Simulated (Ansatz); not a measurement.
Working through an atomisation energy of C2H5FTe, SMILES C[Te]CF

Computed with the Python package of Ansatz (0.2.0).

The cells in order, each with its output:

**Cell 1**
```python
from collections import Counter
from dataclasses import dataclass

import ansatz as az
from ase import Atoms
```

**Cell 2**
```python
@dataclass
class Settings:
    basis: str = 'def2-TZVP'
    functional: str = 'pbe0'


cfg = Settings()
```

**Cell 3**
```python
def energy_of(molecule, charge=0, unpaired=0):
    calc = molecule.calculation().basis(gaussian=cfg.basis).functional(cfg.functional)
    if charge:
        calc = calc.charge(charge)
    if unpaired:
        calc = calc.spin('collinear', total=unpaired)
    return calc.run(threads=1, pin='off').report['free_energy_ev']
```

**Cell 4**
```python
atoms = Atoms(['C', 'Te', 'C', 'F', 'H', 'H', 'H', 'H', 'H'], positions=[
    (-0.6794, 1.1424, 0.6305),
    (0.038, 0.7397, -1.3326),
    (0.638, -1.1981, -0.6917),
    (1.7139, -1.0582, 0.2947),
    (-1.5024, 0.4357, 0.8724),
    (0.0956, 1.1663, 1.3597),
    (-1.1487, 2.2045, 0.6193),
    (1.1276, -1.7426, -1.5458),
    (-0.1941, -1.736, -0.2236),
])
molecule = az.Crystal.molecule_from_ase(atoms)
```

**Cell 5**
```python
# unpaired electrons of the ground-state atoms
unpaired = {'C': 2, 'Te': 2, 'F': 1, 'H': 1}
counts = Counter(site.symbol for site in molecule.cartesian_sites)
atom_energy = {s: energy_of(az.Crystal.molecule().atom(s, (0, 0, 0)), 0, unpaired[s]) for s in counts}
whole = energy_of(molecule, 0, 0)
for s, e in atom_energy.items():
    print(f'{s:2s} x{counts[s]}  {e:14.5f} eV')
print(f'C2H5FTe: {whole:.5f} eV')
split = sum(counts[s] * e for s, e in atom_energy.items()) - whole
print(f'atomisation energy (no zero-point term): {split:.3f} eV, {split / sum(counts.values()):.3f} eV an atom')
```
Output:
```text
C  x2     -1028.73662 eV
Te x1     -7292.50575 eV
F  x1     -2712.32684 eV
H  x5       -13.63389 eV
C2H5FTe: -12162.14328 eV
atomisation energy (no zero-point term): 31.668 eV, 3.519 eV an atom
```

31.668 eV from the electronic energies, without the zero-point term.

Total energies depend on the basis set; only differences at equal settings carry meaning. The geometry is a force-field or estimated start, not a minimum of this method, and the basis set is short of its limit. All parts are taken at fixed geometry, without zero-point energy. def2 sets replace the cores of elements past krypton by effective core potentials. The spin-orbit lowering of heavy atoms is left out. The whole script took 5.3 s on 1 thread of Arm Neoverse V2, with other jobs on the host, peak memory 0.35 GiB.
